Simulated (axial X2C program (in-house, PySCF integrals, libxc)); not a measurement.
# FGaF: bond lengths and stretches, held linear

One table from this session's results is given with a row withheld; the runs are named, their logs left out.

Program: an in-house X2C program for linear molecules on PySCF integrals. Level of theory: all-electron X2C, two-component (2c) or spin-free, F dyall-av3z, Ga dyall-v3z. These are calculated values, not measurements.

All values are calculated.

1 further run of the same task is left out (set aside as unsound or not needed).

Set-up of the first run:

Input file task.json:

```json
{"zs": [9, 31, 9], "q": 0, "bas": ["dyall-av3z", "dyall-v3z", "dyall-av3z"], "r0": [1.88, 1.88], "symm": 1, "scan": ["PBE0", "HF", "PBE"], "levels": ["PBE0", "HF", "PBE"], "nst": 2}
```

Keys: zs atomic numbers; q charge; bas basis sets; r0 starting distance in Å; symm equal bonds; scan levels of the two-bond scan (MP2 follows by itself at each HF point); levels methods; nst determinants followed.

Started as:

```
$ python solin.py task.json out
```

Masses F 18.998, Ga 68.926, F 18.998 u.

Among the steps run: Scan at PBE0, 2c; Scan at HF, 2c; Scan at PBE, 2c.

One of the session's tables, all rows but one given; the rest of the session is left out.

| level | r(F–Ga) (Å) | r(Ga–F) (Å) | lower stretch (cm⁻¹) | upper stretch (cm⁻¹) |
| --- | --- | --- | --- | --- |
| PBE0, 2c | 1.795 | 1.795 | 524.3 | 606.7 |
| HF, 2c | 1.772 | 1.772 | 560.5 | 645.9 |
| PBE, 2c | 1.823 | 1.823 | 491.0 | 571.4 |
| MP2, 2c | 1.787 | 1.787 | 546.6 | 634.4 |
| PBE0, spin-free | 1.795 | 1.795 | 524.3 | 606.7 |
| HF, spin-free | 1.771 | 1.771 | 560.5 | 645.9 |
| PBE, spin-free | ? | ? | ? | ? |
| MP2, spin-free | 1.787 | 1.787 | 546.6 | 634.3 |

Estimate the missing values for PBE, spin-free.

**Answer.** r(F–Ga) (Å): 1.822; r(Ga–F) (Å): 1.822; lower stretch (cm⁻¹): 491.1; upper stretch (cm⁻¹): 571.5. In the column «r(F–Ga) (Å)» it lies between PBE0, spin-free (1.795) and PBE, 2c (1.823).

Scans not shown above were run alike.

MP2 freezes inner shells (threshold -2 hartree). The molecule was held linear; bending was not examined, so a bent shape may lie lower.
